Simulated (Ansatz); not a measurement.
# ZnS (zinc blende): the cost of one run

Method: DFT LDA, scalar-relativistic, plane waves, PAW, in Ansatz 0.2.0.

## Step 1: Starting point

Symmetry: F-43m, No. 216, cubic system. Conventional cell: a = 5.481 Å, b = 5.481 Å, c = 5.481 Å, α = 90.00°, β = 90.00°, γ = 90.00°. Zn (site symmetry -43m) has 4 S at 2.37 Å as nearest neighbours. Around S (site symmetry -43m) lie 4 Zn at 2.37 Å.

As a file:

```
CELL_PARAMETERS angstrom
0.00000 2.74060 2.74060
2.74060 0.00000 2.74060
2.74060 2.74060 0.00000
ATOMIC_POSITIONS crystal
Zn 0.00000 0.00000 0.00000
S 0.25000 0.25000 0.25000
```

## Step 2: Volume × 1.04

The input, input.yaml:

```yaml
crystal:
  lattice:
    - [0.0, 2.7405961873, 2.7405961873]
    - [2.7405961873, 0.0, 2.7405961873]
    - [2.7405961873, 2.7405961873, 0.0]
  atoms:
    - { symbol: Zn, position: [0.0, 0.0, 0.0] }
    - { symbol: S, position: [0.25, 0.25, 0.25] }
scf:
  occupations: { method: fixed }
output:
  forces: true
  stress: true
  eigenvalues: true
  write_density: true
  write_potential: true
  elf: true
  volumetric_format: npy
hamiltonian:
  xc: lda
basis:
  ecutwfc: 500
kpoints:
  mp_grid: { grid: [12, 12, 12] }
```

Launch:

```
$ ansatz run input.yaml --threads 1 --pin off --max-ram 4096MiB --backend cpu --events-out ev --progress --plain --runs-dir out
```

**Question.** How long does this run take on 1 thread of Intel Xeon Platinum 8259CL at 2.50GHz (Skylake/Cascade Lake), shared host, and how much memory does it need?

About 7.3 s, with a peak of 0.41 GiB.
